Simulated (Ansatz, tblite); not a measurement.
# C13H22N2: one state, many levels

One table from this session's results is given with a row withheld; the runs are named, their logs left out.

The runs use Ansatz 0.2.0, Gaussian basis; as each input shows.

Levels to be run: GFN1-xTB, GFN2-xTB, PBE-D4/def2-TZVP, r2SCAN-D4/def2-TZVP, BLYP-D4/def2-TZVP, ωB97M-V/def2-TZVP, CAM-B3LYP-D4/def2-TZVP, PBE-D4/def2-SVP, PBE0-D4/def2-SVP, HF/STO-3G, CCSD(T)/def2-SVP, MP2/def2-TZVP, RPA/def2-TZVP.

## The structure

The singlet was relaxed beforehand with PBE-D4/def2-SVP.

SMILES `[C-]#[N+]CCCCCCCCCCCC#N`, 37 atoms, charge 0, spin multiplicity 1.

Bond lengths: C1–N2 1.186 Å, N2–C3 1.421 Å, C3–C4 1.535 Å, C3–H16 1.112 Å, C3–H17 1.112 Å, C4–C5 1.530 Å, C4–H18 1.111 Å, C4–H19 1.111 Å, C5–C6 1.532 Å, C5–H20 1.114 Å, C5–H21 1.114 Å, C6–C7 1.533 Å, C6–H22 1.112 Å, C6–H23 1.114 Å, C7–C8 1.535 Å, C7–H24 1.112 Å, C7–H25 1.114 Å, C8–C9 1.534 Å and more. Angles: C1–N2–C3 178.3°, N2–C3–C4 112.5°, N2–C3–H16 108.4°, N2–C3–H17 108.4°, C4–C3–H16 110.3°, C4–C3–H17 110.3°, H16–C3–H17 106.6°, C3–C4–C5 112.4°, C3–C4–H18 108.8°, C3–C4–H19 108.7°, C5–C4–H18 110.2°, C5–C4–H19 110.2°, H18–C4–H19 106.3°, C4–C5–C6 113.3°, C4–C5–H20 109.5°, C4–C5–H21 109.5°, C6–C5–H20 109.3°, C6–C5–H21 109.3° and more.

PBE0-D4/def2-TZVP was run before; its log isn't repeated, and its numbers join the tables.

Set-up of the first run:

Tight binding, by tblite at 300 K electronic temperature and without a spin-polarisation term:

```python
tblite.interface.Calculator('GFN1-xTB', numbers, positions, charge=0, uhf=0).singlepoint()
```

Tight binding, by tblite at 300 K electronic temperature and without a spin-polarisation term:

```python
tblite.interface.Calculator('GFN2-xTB', numbers, positions, charge=0, uhf=0).singlepoint()
```

start.molden holds the orbitals of an earlier run on this state, given as this run's starting guess.

File in.yaml:

```yaml
crystal:
  periodic: [false, false, false]
  atoms:
    - {symbol: C, position_ang: [-8.031249, 1.236578, 0.123947]}
    - {symbol: N, position_ang: [-7.145236, 0.468754, 0.303584]}
    - {symbol: C, position_ang: [-6.057395, -0.423099, 0.502357]}
    - {symbol: C, position_ang: [-4.713187, 0.184123, 0.077370]}
    - {symbol: C, position_ang: [-3.543793, -0.779230, 0.291967]}
    - {symbol: C, position_ang: [-2.193379, -0.196575, -0.135924]}
    - {symbol: C, position_ang: [-1.017625, -1.155956, 0.080581]}
    - {symbol: C, position_ang: [0.340140, -0.633121, -0.409832]}
    - {symbol: C, position_ang: [0.866258, 0.589976, 0.352438]}
    - {symbol: C, position_ang: [2.218975, 1.120699, -0.142625]}
    - {symbol: C, position_ang: [3.401983, 0.168676, 0.067899]}
    - {symbol: C, position_ang: [4.740279, 0.771084, -0.366534]}
    - {symbol: C, position_ang: [5.919907, -0.197535, -0.150711]}
    - {symbol: C, position_ang: [7.210414, 0.358592, -0.555057]}
    - {symbol: N, position_ang: [8.232758, 0.825040, -0.885103]}
    - {symbol: H, position_ang: [-6.258011, -1.355325, -0.069931]}
    - {symbol: H, position_ang: [-6.029467, -0.709804, 1.576521]}
    - {symbol: H, position_ang: [-4.548158, 1.122406, 0.649226]}
    - {symbol: H, position_ang: [-4.776739, 0.478640, -0.992112]}
    - {symbol: H, position_ang: [-3.494573, -1.071915, 1.365485]}
    - {symbol: H, position_ang: [-3.731376, -1.723578, -0.268089]}
    - {symbol: H, position_ang: [-2.020164, 0.752113, 0.418217]}
    - {symbol: H, position_ang: [-2.240812, 0.088307, -1.211652]}
    - {symbol: H, position_ang: [-1.241292, -2.115631, -0.435740]}
    - {symbol: H, position_ang: [-0.944961, -1.408528, 1.163218]}
    - {symbol: H, position_ang: [0.267620, -0.383280, -1.493375]}
    - {symbol: H, position_ang: [1.080062, -1.459429, -0.341040]}
    - {symbol: H, position_ang: [0.943149, 0.339582, 1.435596]}
    - {symbol: H, position_ang: [0.123634, 1.413727, 0.287008]}
    - {symbol: H, position_ang: [2.439827, 2.080841, 0.373458]}
    - {symbol: H, position_ang: [2.141295, 1.373348, -1.224571]}
    - {symbol: H, position_ang: [3.456452, -0.117257, 1.143283]}
    - {symbol: H, position_ang: [3.233935, -0.780155, -0.488149]}
    - {symbol: H, position_ang: [4.934260, 1.710442, 0.194291]}
    - {symbol: H, position_ang: [4.697299, 1.057833, -1.439100]}
    - {symbol: H, position_ang: [5.986236, -0.490371, 0.920104]}
    - {symbol: H, position_ang: [5.752916, -1.140002, -0.716995]}
basis:
  gaussian: {orbitals: def2-TZVP, fitting: {mean_field: def2-universal-jkfit}, initial_orbitals: start.molden}
hamiltonian: {xc: pbe, dispersion: d4}
scf: {omitted_lower_state_checks: [starts]}
output: {orbitals: {seedname: orbitals}}
```

The run is started by

```
ansatz run in.yaml --threads 2 --pin off --events-out ev --progress --plain --max-ram 32768MiB --backend cuda --devices 0, --max-vram 18GiB
```

Among the steps run: PBE-D4/def2-TZVP; r2SCAN-D4/def2-TZVP; BLYP-D4/def2-TZVP; ωB97M-V/def2-TZVP; CAM-B3LYP-D4/def2-TZVP; PBE-D4/def2-SVP; PBE0-D4/def2-SVP; HF/STO-3G; CCSD(T)/def2-SVP; MP2/def2-TZVP; RPA/def2-TZVP.

One of the session's tables, all rows but one given; the rest of the session is left out.

It belongs to the step «Binding energy». 

```
                method  binding an atom (eV)
             HF/STO-3G                 3.887
           HF/def2-SVP                     ?
          HF/def2-TZVP                 3.217
       PBE-D4/def2-SVP                 4.534
      PBE-D4/def2-TZVP                 4.485
     BLYP-D4/def2-TZVP                 4.366
   r2SCAN-D4/def2-TZVP                 4.371
      PBE0-D4/def2-SVP                 4.462
     PBE0-D4/def2-TZVP                 4.409
CAM-B3LYP-D4/def2-TZVP                 4.387
     ωB97M-V/def2-TZVP                 4.380
          MP2/def2-SVP                 4.261
         MP2/def2-TZVP                 4.291
         CCSD/def2-SVP                 4.166
      CCSD(T)/def2-SVP                 4.215
```

Q: Estimate the row for HF/def2-SVP from the others.

**Answer.** binding an atom (eV): 3.286. In the column «binding an atom (eV)» it lies between HF/def2-TZVP (3.217) and HF/STO-3G (3.887).

Limits of these values: Free atoms were run apart at each level; binding is atoms less cluster, divided by the number of atoms, without zero-point or spin-orbit terms.
